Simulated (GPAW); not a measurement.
Crystal: Mg3GaO4.

```
Ga Mg O
1.0
     4.36349    0.00000    0.00000
     0.00000    4.36349    0.00000
     0.00000    0.00000    4.36349
Ga Mg O
1 3 4
Direct
  0.00000 0.00000 0.00000
  0.50000 0.50000 0.00000
  0.50000 0.00000 0.50000
  0.00000 0.50000 0.50000
  0.00000 0.50000 0.00000
  0.00000 0.00000 0.50000
  0.50000 0.50000 0.50000
  0.50000 0.00000 0.00000
```

The cell comes from a database or a generator and needn't be the stable form of this composition.

Base run:

```yaml
Program: GPAW 26.7.0
Functional: PBE
Potentials_or_basis: GPAW PAW data sets (gpaw-data 1.2.1)
Cutoff: 800 eV
Basis: pw
k_mesh: 5 × 5 × 5
Occupations: fermi-dirac, width 0.05 eV
Spin: no spin polarisation
```

Its results: pressure -0.1 GPa.

Q: After a change of settings the same cell gave: pressure -4.5 GPa. Which change was it?
A. functional from PBE to LDA; potentials or basis from GPAW PAW data sets (gpaw-data 1.2.1) to the program's PAW data sets (release 1.2.1) made for this functional
B. functional from PBE to LDA; potentials or basis from GPAW PAW data sets (gpaw-data 1.2.1) to the program's PAW data sets (release 1.2.1) made for this functional; cutoff from 800 eV to 600 eV
C. cutoff from 800 eV to 600 eV

A: C.

Caveats: an odd number of electrons without spin polarisation forces a metal; a magnetic or distorted state may lie lower; the cutoff is short for stress and forces, so pressures can be off by a GPa or more (some runs).

Not every run made on this cell is shown here.
